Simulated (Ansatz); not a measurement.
**CH₂ClFO₂Si: one species, many methods**

Aim: compute CH₂ClFO₂Si with functionals from several rungs and with coupled cluster, and see how far each lands from CCSD(T) at the basis-set limit for the atomisation energy.

The runs use Ansatz 0.2.0, Gaussian basis; functionals in def2-TZVPP, the program's frozen cores in correlated methods.

Levels to be run: LDA (SPW92), PBE-D4, revPBE-D4, BLYP-D4, r2SCAN-D4, B97M-V, PBE0-D4, B3LYP-D4, r2SCANh-D4, r2SCAN0-D4, HSE06-D4, BHLYP-D4, CAM-B3LYP-D4, LC-ωPBE, ωB97X-V, ωB97M-V, B2PLYP, PBE-QIDH; CCSD(T)/def2-SVP; CCSD(T)/def2-TZVPP; MP2/def2-QZVPP; extrapolation to the limit; RPA on PBE.

### Step 1. Structure used throughout

An earlier PBE0-D4 in a triple-zeta def2 set relaxation fixed the geometry.

SMILES `O[Si@]1(Cl)O[C@@H]1F`, 8 atoms, charge 0, spin multiplicity 1.

Atoms are counted from 1 here; the program's logs count them from 0.

Bond lengths: O1–Si2 1.615 Å, O1–H7 0.961 Å, Si2–Cl3 2.010 Å, Si2–O4 1.645 Å, Si2–C5 1.802 Å, O4–C5 1.459 Å, C5–F6 1.361 Å, C5–H8 1.088 Å. Angles: Si2–O1–H7 116.6°, O1–Si2–Cl3 107.1°, O1–Si2–O4 119.7°, O1–Si2–C5 125.2°, Cl3–Si2–O4 118.3°, Cl3–Si2–C5 125.0°, O4–Si2–C5 49.8°, Si2–O4–C5 70.7°, Si2–C5–O4 59.5°, Si2–C5–F6 120.3°, Si2–C5–H8 129.4°, O4–C5–F6 111.4°, O4–C5–H8 112.5°, F6–C5–H8 109.2°.

As a file:

```xyz
8

O     1.8500    0.1830   -0.4992
Si    0.5342    0.1677    0.4373
Cl    1.0627    0.9510    2.2117
O    -0.4585   -1.1442    0.4286
C    -1.1600   -0.0041   -0.1529
F    -1.4094   -0.1969   -1.4764
H     1.7681   -0.2290   -1.3637
H    -2.0949    0.2154    0.3587
```

### Step 2. LDA

This LDA is Slater exchange with PW92 correlation.

The input, in.yaml:

```yaml
crystal:
  periodic: [false, false, false]
  atoms:
    - {symbol: O, position_ang: [1.850014, 0.183021, -0.499184]}
    - {symbol: Si, position_ang: [0.534235, 0.167694, 0.437336]}
    - {symbol: Cl, position_ang: [1.062687, 0.951039, 2.211732]}
    - {symbol: O, position_ang: [-0.458549, -1.144178, 0.428636]}
    - {symbol: C, position_ang: [-1.160015, -0.004087, -0.152892]}
    - {symbol: F, position_ang: [-1.409405, -0.196931, -1.476375]}
    - {symbol: H, position_ang: [1.768064, -0.229029, -1.363701]}
    - {symbol: H, position_ang: [-2.094930, 0.215370, 0.358650]}
basis:
  gaussian: {orbitals: def2-TZVPP}
hamiltonian: {xc: lda}
output: {orbitals: {seedname: orbitals}}
```

Further steps of the session: PBE-D4 (GGA); revPBE-D4 (GGA); BLYP-D4 (GGA); r2SCAN-D4 (meta-GGA); B97M-V (meta-GGA); PBE0-D4 (hybrid); B3LYP-D4 (hybrid); r2SCANh-D4 (hybrid); r2SCAN0-D4 (hybrid); HSE06-D4 (hybrid); BHLYP-D4 (hybrid); CAM-B3LYP-D4 (range-separated); LC-ωPBE (range-separated); ωB97X-V (range-separated); ωB97M-V (range-separated); B2PLYP (double hybrid); PBE-QIDH (double hybrid); CCSD(T) in def2-SVP; CCSD(T) in def2-TZVPP; MP2 in def2-QZVPP; RPA on PBE orbitals.

Before running them: what should the planned runs give, taken together? Wanted: atomisation energy, CCSD(T)/CBS; farthest beyond LDA; mean size of error, GGA; mean size of error, meta-GGA; mean size of error, hybrid; mean size of error, range-separated; mean size of error, double hybrid; gap, smallest and largest; T1 diagnostic.

**Answer**, as computed:

| quantity | value |
| --- | --- |
| atomisation energy, CCSD(T)/CBS | 3180.3 kJ/mol |
| functionals within 15.9 kJ/mol (0.5 %) | revPBE-D4, BLYP-D4, B97M-V, PBE0-D4, HSE06-D4, CAM-B3LYP-D4, LC-ωPBE, ωB97X-V, ωB97M-V |
| farthest beyond LDA | BHLYP-D4 (-198.2 kJ/mol) |
| mean size of error, GGA | 41.9 kJ/mol |
| mean size of error, meta-GGA | 12.3 kJ/mol |
| mean size of error, hybrid | 61.8 kJ/mol |
| mean size of error, range-separated | 8.3 kJ/mol |
| mean size of error, double hybrid | 47.4 kJ/mol |
| gap, smallest and largest | 5.06 eV (LDA (SPW92)), 12.60 eV (LC-ωPBE) |
| T1 diagnostic | 0.0130 |
| triples share of the correlation energy | 3.8 % |

What this shows: LDA overbinds by 598.8 kJ/mol (19 %). PBE-D4 misses by +102.3 kJ/mol. Double hybrids carry the basis error of their MP2 part in triple zeta, and no dispersion term here, so their miss is partly the set-up's. The rungs range-separated, meta-GGA miss on average by less than the doubt on the reference (15.9 kJ/mol), so they tie. The reference freezes the cores and leaves out relativity and excitations past (T), so misses under about 15.9 kJ/mol can't be ranked. Hartree-Fock recovers 67 % of the binding; the rest is correlation. CCSD(T) in def2-SVP is off by -293.1 kJ/mol, worse than the median functional, from the basis alone. The gap grows from 5.1 to 12.6 eV across the functionals, mostly with the share of exact exchange.
